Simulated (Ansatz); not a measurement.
# C₃H₇Al: a ladder of functionals and wavefunction methods

One table from this session's results is given with a row withheld; the runs are named, their logs left out.

Method: functionals in def2-TZVPP, the program's frozen cores in correlated methods; program: Ansatz 0.2.0, Gaussian basis.

The runs, in order: LDA (SPW92), PBE-D4, revPBE-D4, BLYP-D4, r2SCAN-D4, B97M-V, PBE0-D4, B3LYP-D4, r2SCANh-D4, r2SCAN0-D4, HSE06-D4, BHLYP-D4, CAM-B3LYP-D4, LC-ωPBE, ωB97X-V, ωB97M-V, B2PLYP, PBE-QIDH; CCSD(T)/def2-SVP; CCSD(T)/def2-TZVPP; MP2/def2-QZVPP; extrapolation to the limit; RPA on PBE.

### The relaxed structure

All runs share one geometry, relaxed beforehand with PBE0-D4 in a triple-zeta def2 set.

SMILES `C1[CH2][AlH][CH2]1`, 11 atoms, charge 0, spin multiplicity 1.

Atoms are counted from 1 here; the program's logs count them from 0.

Bond lengths: C1–C2 1.558 Å, C1–C4 1.558 Å, C1–H5 1.094 Å, C1–H6 1.095 Å, C2–Al3 1.955 Å, C2–H7 1.090 Å, C2–H8 1.096 Å, Al3–C4 1.955 Å, Al3–H9 1.594 Å, C4–H10 1.090 Å, C4–H11 1.096 Å. Angles: C2–C1–C4 106.6°, C2–C1–H5 109.0°, C2–C1–H6 112.7°, C4–C1–H5 109.0°, C4–C1–H6 112.7°, H5–C1–H6 106.7°, C1–C2–Al3 85.0°, C1–C2–H7 115.1°, C1–C2–H8 111.2°, Al3–C2–H7 125.1°, Al3–C2–H8 111.7°, H7–C2–H8 107.2°, C2–Al3–C4 79.4°, C2–Al3–H9 140.2°, C4–Al3–H9 140.2°, C1–C4–Al3 85.0°, C1–C4–H10 115.1°, C1–C4–H11 111.2° and more.

The first run:

File in.yaml:

```yaml
crystal:
  periodic: [false, false, false]
  atoms:
    - {symbol: C, position_ang: [0.199745, 0.703500, -0.542731]}
    - {symbol: C, position_ang: [-0.734879, 0.721697, 0.704061]}
    - {symbol: Al, position_ang: [-0.023359, -1.066664, 1.048719]}
    - {symbol: C, position_ang: [0.586299, -0.786083, -0.787828]}
    - {symbol: H, position_ang: [1.105398, 1.274348, -0.317639]}
    - {symbol: H, position_ang: [-0.257204, 1.171742, -1.420627]}
    - {symbol: H, position_ang: [-0.611571, 1.582263, 1.362095]}
    - {symbol: H, position_ang: [-1.789650, 0.687579, 0.408183]}
    - {symbol: H, position_ang: [0.072754, -2.142765, 2.221396]}
    - {symbol: H, position_ang: [1.605186, -0.947474, -1.140842]}
    - {symbol: H, position_ang: [-0.087217, -1.255142, -1.514185]}
basis:
  gaussian: {orbitals: def2-TZVPP}
hamiltonian: {xc: lda}
output: {orbitals: {seedname: orbitals}}
```

On the command line:

```console
> ansatz run in.yaml --threads 2 --pin off --events-out ev --progress --plain --max-ram 4352MiB
```

Among the steps run: LDA; PBE-D4 (GGA); revPBE-D4 (GGA); BLYP-D4 (GGA); r2SCAN-D4 (meta-GGA); B97M-V (meta-GGA); PBE0-D4 (hybrid); B3LYP-D4 (hybrid); r2SCANh-D4 (hybrid); r2SCAN0-D4 (hybrid); HSE06-D4 (hybrid); BHLYP-D4 (hybrid); CAM-B3LYP-D4 (range-separated); LC-ωPBE (range-separated); ωB97X-V (range-separated); ωB97M-V (range-separated); B2PLYP (double hybrid); PBE-QIDH (double hybrid).

One of the session's tables, all rows but one given; the rest of the session is left out.

It belongs to the step «Orbital energies across the functionals». 

| functional | HOMO (eV) | gap (eV) |
| --- | --- | --- |
| LDA (SPW92) | -5.95 | 3.89 |
| PBE-D4 | -5.86 | 4.03 |
| revPBE-D4 | -5.82 | 4.09 |
| BLYP-D4 | -5.75 | 4.01 |
| r2SCAN-D4 | -6.06 | 4.56 |
| B97M-V | -6.16 | 4.46 |
| PBE0-D4 | ? | ? |
| B3LYP-D4 | -6.84 | 5.56 |
| r2SCANh-D4 | -6.50 | 5.26 |
| r2SCAN0-D4 | -7.16 | 6.29 |
| HSE06-D4 | -6.63 | 5.20 |
| BHLYP-D4 | -8.13 | 7.81 |
| CAM-B3LYP-D4 | -8.37 | 8.21 |
| LC-ωPBE | -9.71 | 10.65 |
| ωB97X-V | -9.35 | 10.16 |
| ωB97M-V | -9.21 | 9.69 |

Q: Estimate the row for PBE0-D4 from the others.

As computed: HOMO (eV): -7.03; gap (eV): 5.97. In the column «HOMO (eV)» it lies between r2SCAN0-D4 (-7.16) and B3LYP-D4 (-6.84).
